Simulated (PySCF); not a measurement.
# HgH2⁻: the SCF solver's settings

Aim: find out which solver settings change the answer for HgH2⁻.

Program: PySCF 2.14.0. Level of theory: each script names its method and basis. These are calculated values, not measurements.

## Step 1: Where the work starts

HgH2⁻: 3 atoms, charge -1, spin multiplicity 2.

Bond lengths: Hg1–H2 1.703 Å, Hg1–H3 1.703 Å. Angles: H2–Hg1–H3 180.0°.

Geometry (Å):

```xyz
3

Hg    0.0000    0.0000    0.0000
H     0.0000    0.0000    1.7028
H     0.0000    0.0000   -1.7028
```

## Step 2: The run that the others are compared with

input.py reads:

```python
from pyscf import gto, scf, mp

mol = gto.M(
    atom='Hg 0 0 0; H 0 0 1.7028; H 0 0 -1.7028',
    basis='jorge-dzp',
    charge=-1,
    spin=1,
    verbose=4,
)
mf = scf.UHF(mol)
mf.kernel()
mp.MP2(mf, frozen=23).kernel()
mf.dip_moment()
print('orbital energies (hartree):', [e[max(0, n-3):n+3].round(4) for e, n in zip(mf.mo_energy, mol.nelec)])
```

Launch:

```
OMP_NUM_THREADS=1 python input.py
```

Its log is not repeated here.

It gives: E(SCF) = -18389.871484 Eh, 10 cycles, E(MP2) − E(SCF) = -0.42776 Eh, ⟨S²⟩ = 0.757.

No relativity is included for the heavy element. The dipole of an ion depends on the origin.

## Step 3: DIIS space 20

Edit 1 changes DIIS space: default → 20.

input.py reads:

```python
from pyscf import gto, scf, mp

mol = gto.M(
    atom='Hg 0 0 0; H 0 0 1.7028; H 0 0 -1.7028',
    basis='jorge-dzp',
    charge=-1,
    spin=1,
    verbose=4,
)
mf = scf.UHF(mol)
mf.diis_space = 20
mf.kernel()
mp.MP2(mf, frozen=23).kernel()
mf.dip_moment()
print('orbital energies (hartree):', [e[max(0, n-3):n+3].round(4) for e, n in zip(mf.mo_energy, mol.nelec)])
```

Launch:

```
OMP_NUM_THREADS=1 python input.py
```

## Step 4: Level shift 0.3 hartree

Edit 2 changes level shift: none → 0.3 hartree.

Changes to input.py since step 2:

```diff
@@ -10,2 +10,3 @@
 mf = scf.UHF(mol)
+mf.level_shift = 0.3
 mf.kernel()
```

Before running it: what results should come out? Wanted: for each run, E(SCF); from base; gap, α spin; after the SCF.

**Answer**, as computed:

| run | E(SCF) (hartree) | from base (eV) | cycles | gap, α spin (eV) | after the SCF |
| --- | --- | --- | --- | --- | --- |
| base | -18389.871484 | 0 | 10 | 3.82 | MP2 correlation -11.640 eV, core frozen |
| DIIS space 20 | -18389.871484 | 0.0000 | 10 | 3.82 | MP2 correlation -11.640 eV, core frozen |
| level shift 0.3 hartree | -18389.796099 | +2.0513 | 20 | 1.71 | MP2 correlation -11.666 eV, core frozen |

Distance from each run's final energy (log10 hartree) by cycle:

| run | cycle 1 | cycle 2 | cycle 3 | cycle 5 | cycle 8 | cycle 12 |
| --- | --- | --- | --- | --- | --- | --- |
| base | -0.8 | -1.5 | -2.5 | -4.8 | -9.0 | done |
| DIIS space 20 | -0.8 | -1.5 | -2.5 | -4.8 | -9.0 | done |
| level shift 0.3 hartree | -0.7 | -1.3 | -1.7 | -2.0 | -3.0 | -5.0 |

The highest filled level of this anion is positive: the basis lacks diffuse functions or the electron is not bound, so these numbers hang on the basis. No change of the SCF energy comes from DIIS space 20. With level shift 0.3 hartree the SCF ends in another solution, 2.05 eV higher: the path to self-consistency decides the state here.
